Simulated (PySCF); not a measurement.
# C2H9B2N: the cost of one run

Computed with PySCF 2.14.0, with density-fitted response routines of our own, on a single molecule in the gas phase. Atoms count from 0, in the outputs and in this text.

### Step 1. The molecule as given

14 atoms, charge 0, multiplicity 1; geometry from: GFN2-xTB. The atoms were then displaced at random by about 0.01 Å, so the start is not that level's minimum.

Bonds of the start (Å): B0–N1 1.43, N1–B2 1.42, B2–C3 1.53, C3–C4 1.55, B0–H5 1.14, B0–H6 1.18, N1–H7 0.99, B2–H8 1.17, C3–H9 1.10, C3–H10 1.09, C4–H11 1.08, C4–H12 1.07, C4–H13 1.11.

### Step 2. Relaxing the molecule at PBE0-D3(BJ)/def2-SVP

The job: settings as JSON, then the geometry in Å.

```
{"job": {"xc": "PBE0", "basis": "def2-SVP", "d3": "d3bj", "grid": 1, "shake": 0.01, "kind": "geom"}, "charge": 0, "multiplicity": 1}
B      2.511910    -0.025180     0.763100
N      1.121300     0.088850     0.432110
B      0.491970     0.852930    -0.592460
C     -1.024650     0.832440    -0.812470
C     -1.884420    -0.055310     0.124090
H      2.821160    -0.686710     1.642850
H      3.277850     0.613350     0.138430
H      0.512930    -0.454620     0.996940
H      1.187610     1.524350    -1.252320
H     -1.437940     1.853270    -0.738170
H     -1.266910     0.516750    -1.830420
H     -2.936830     0.018260    -0.094700
H     -1.613900    -1.082940     0.039640
H     -1.767250     0.269490     1.175620
```

On the command line:

```
$ OMP_NUM_THREADS=1 python probes_run.py task.json out
```

This one command runs all jobs of the session in turn.

**Question.** How long does this first job take on 1 thread of Arm Neoverse V2, shared host, and how much memory does it need?

About 31 s, with a peak of 0.47 GiB.
